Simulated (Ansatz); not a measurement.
**C₂H₆AlN: up Jacob's ladder to CCSD(T)**

One table from this session's results is given with a row withheld; the runs are named, their logs left out.

Program: Ansatz 0.2.0, Gaussian basis. Level of theory: functionals in def2-TZVPP, the program's frozen cores in correlated methods. These are calculated values, not measurements.

The runs, in order: LDA (SPW92), PBE-D4, revPBE-D4, BLYP-D4, r2SCAN-D4, B97M-V, PBE0-D4, B3LYP-D4, r2SCANh-D4, r2SCAN0-D4, HSE06-D4, BHLYP-D4, CAM-B3LYP-D4, LC-ωPBE, ωB97X-V, ωB97M-V, B2PLYP, PBE-QIDH; CCSD(T)/def2-SVP; CCSD(T)/def2-TZVPP; MP2/def2-QZVPP; extrapolation to the limit; RPA on PBE.

### Structure used throughout

All runs share one geometry, relaxed beforehand with PBE0-D4 in a triple-zeta def2 set.

SMILES `C[CH]1[NH][AlH]1`, 10 atoms, charge 0, spin multiplicity 1.

Atoms are counted from 1 here; the program's logs count them from 0.

Bond lengths: C1–C2 1.508 Å, C1–H5 1.094 Å, C1–H6 1.099 Å, C1–H7 1.094 Å, C2–N3 1.504 Å, C2–Al4 1.930 Å, C2–H8 1.095 Å, N3–Al4 1.722 Å, N3–H9 1.007 Å, Al4–H10 1.573 Å. Angles: C2–C1–H5 110.9°, C2–C1–H6 111.3°, C2–C1–H7 112.0°, H5–C1–H6 107.2°, H5–C1–H7 108.0°, H6–C1–H7 107.3°, C1–C2–N3 116.3°, C1–C2–Al4 126.3°, C1–C2–H8 110.9°, N3–C2–Al4 58.6°, N3–C2–H8 113.2°, Al4–C2–H8 119.7°, C2–N3–Al4 73.1°, C2–N3–H9 120.6°, Al4–N3–H9 166.3°, C2–Al4–N3 48.2°, C2–Al4–H10 167.4°, N3–Al4–H10 144.3°.

The first run:

in.yaml

```yaml
crystal:
  periodic: [false, false, false]
  atoms:
    - {symbol: C, position_ang: [-1.182113, 0.572429, -0.218616]}
    - {symbol: C, position_ang: [-0.097482, -0.475234, -0.241884]}
    - {symbol: N, position_ang: [0.799760, -0.532460, 0.963358]}
    - {symbol: Al, position_ang: [1.800061, -0.153732, -0.386216]}
    - {symbol: H, position_ang: [-1.687852, 0.632151, -1.186982]}
    - {symbol: H, position_ang: [-1.947467, 0.337603, 0.534275]}
    - {symbol: H, position_ang: [-0.788215, 1.564951, 0.017939]}
    - {symbol: H, position_ang: [-0.504570, -1.452395, -0.522781]}
    - {symbol: H, position_ang: [0.421983, -0.738499, 1.873469]}
    - {symbol: H, position_ang: [3.269097, 0.193985, -0.829660]}
basis:
  gaussian: {orbitals: def2-TZVPP}
hamiltonian: {xc: lda}
output: {orbitals: {seedname: orbitals}}
```

Command:

```console
> ansatz run in.yaml --threads 2 --pin off --events-out ev --progress --plain --max-ram 4352MiB
```

Among the steps run: LDA; PBE-D4 (GGA); revPBE-D4 (GGA); BLYP-D4 (GGA); r2SCAN-D4 (meta-GGA); B97M-V (meta-GGA); PBE0-D4 (hybrid); B3LYP-D4 (hybrid); r2SCANh-D4 (hybrid); r2SCAN0-D4 (hybrid); HSE06-D4 (hybrid); BHLYP-D4 (hybrid); CAM-B3LYP-D4 (range-separated); LC-ωPBE (range-separated); ωB97X-V (range-separated); ωB97M-V (range-separated); B2PLYP (double hybrid); PBE-QIDH (double hybrid).

One table of the session follows, with a row left open; its other results are not shown here.

It belongs to the step «Orbital energies across the functionals». 

```
  functional  HOMO (eV)  gap (eV)
 LDA (SPW92)          ?         ?
      PBE-D4      -5.17      3.67
   revPBE-D4      -5.12      3.71
     BLYP-D4      -5.05      3.66
   r2SCAN-D4      -5.35      4.18
      B97M-V      -5.43      4.06
     PBE0-D4      -6.33      5.58
    B3LYP-D4      -6.15      5.18
  r2SCANh-D4      -5.80      4.88
  r2SCAN0-D4      -6.46      5.91
    HSE06-D4      -5.94      4.82
    BHLYP-D4      -7.40      7.39
CAM-B3LYP-D4      -7.67      7.82
     LC-ωPBE      -8.97     10.20
     ωB97X-V      -8.65      9.76
     ωB97M-V      -8.53      9.35
```

Estimate the missing values for LDA (SPW92).

As computed: HOMO (eV): -5.30; gap (eV): 3.59. In the column «HOMO (eV)» it lies between r2SCAN-D4 (-5.35) and PBE-D4 (-5.17).
